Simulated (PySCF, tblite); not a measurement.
# CH3BF2O2Si+ (doublet): geometry, infrared bands and EPR parameters

What infrared bands and EPR parameters should CH3BF2O2Si+ (doublet) (`[O+]=CO[SiH2]B(F)F`) show?

The runs use tblite 0.8.0 and PySCF 2.14.0, with density-fitted response routines of our own; the level of theory stands in each step. All values are computed, except where a source is named. Atoms count from 0, in the outputs and in this text.

## 1. The starting structure

10 atoms, charge 1, multiplicity 2; geometry from: force field or distance geometry start.

Bonds of the start (Å): O0–C1 1.26, C1–O2 1.41, O2–Si3 1.73, Si3–B4 1.93, B4–F5 1.43, B4–F6 1.46, C1–H7 1.08, Si3–H8 1.47, Si3–H9 1.49.

## 2. Geometry optimisation with GFN2-xTB

The job: settings as JSON, then the geometry in Å.

```
{"job": {"kind": "relax", "xc": "GFN2-xTB", "basis": "xTB"}, "charge": 1, "multiplicity": 2}
O     -2.638500    -0.683400     0.147300
C     -2.192200     0.496300     0.194500
O     -0.806800     0.736000     0.122000
Si     0.369600    -0.519100    -0.079500
B      2.141000     0.256300    -0.139400
F      3.128600    -0.101500     0.837300
F      2.468600     1.207900    -1.191200
H     -2.861800     1.328300     0.325500
H      0.113100    -1.266300    -1.315200
H      0.287300    -1.449900     1.076200
```

On the command line:

```bash
OMP_NUM_THREADS=1 python probes_run.py task.json out
```

One launch serves the whole session: the jobs run in the order shown.

**Question.** This job is followed by: GFN2-xTB harmonic vibrations, gas phase; UKS B3LYP, pcH-1 on B C F H O Si, non-relativistic, mean-field spin-orbit, GIAO. Predict these results of the whole session: strongest single infrared mode (GFN2-xTB); zero-point energy (GFN2-xTB); g(iso) (B3LYP); ⟨S²⟩; largest a(iso) (averaged by class).

As calculated:

```
                                 quantity                  value
strongest single infrared mode (GFN2-xTB)  1183 cm⁻¹, 500 km/mol
             zero-point energy (GFN2-xTB)          29.1 kcal/mol
                           g(iso) (B3LYP)                2.00668
                                     ⟨S²⟩     0.754 (exact 0.75)
       largest a(iso) (averaged by class)   11B on B4, 246.7 MHz
```

What this shows: The optimisation took 103 steps and gained 1.764 eV; among the close pairs (by a distance rule), Si3–B4 changed most, from 1.935 to 2.145 Å. No mode is imaginary among the 24: a minimum at this level. The strongest single mode, at 1183 cm⁻¹, has its largest shares on B4, F5 and F6 (the list is cut at 3 atoms). Unscaled tight-binding wavenumbers are off by several per cent, some by more. Its intensities can rank the bands wrongly. The largest spin populations lie on B4 (0.30 e), O0 (0.22 e). The isotropic g lies 4.4 ppt above the free-electron value. The conformer search (at its own cheap level) found a structure 49.4 kcal/mol lower, too far down for a turn about a bond: it may have other bonds, so these spectra needn't be the molecule's.
